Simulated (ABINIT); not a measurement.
# RhN in ABINIT: the effect of dft u state

Crystal: RhN.

```
Rh N
1.0
     2.96283    0.00000    0.00000
    -1.48141    2.56588    0.00000
     0.00000    0.00000    2.89157
Rh N
1 1
Direct
  0.00000 0.00000 0.00000
  0.66667 0.33333 0.50000
```

The cell comes from a database or a generator and needn't be the stable form of this composition.

Alike in all runs:

| Quantity | Value |
| --- | --- |
| Program | ABINIT 10.8.3 (patched build) |
| Task | single point |
| Potentials or basis | JTH PAW PBE v2.0 |
| Cutoff | 707 eV |
| k mesh | 7 × 7 × 7 |
| Occupations | gaussian, width 0.05 eV |
| Hubbard terms | Rh d U = 2 eV |

| dft u state | functional | spin | starting moments | pressure (GPa) |
| --- | --- | --- | --- | --- |
| PBE+U 2 eV, atomic start, fm | PBE | collinear spin, ferromagnetic start | [4.0, 0.0] μB | -12.3 |
| PBEsol+U 2 eV, atomic start, fm | PBEsol | collinear spin, ferromagnetic start | [4.0, 0.0] μB | -21.7 |
| r2SCAN+U 2 eV, atomic start, no spin | r2SCAN | no spin polarisation | - | ? |

Problem. What does the run with dft u state r2SCAN+U 2 eV, atomic start, no spin give?

Solution. Pressure -14.0 GPa.

Caveats: the PAW data sets were made with another functional, which shifts forces and pressure a little (some runs); U without spin polarisation on a metal has little footing (some runs).
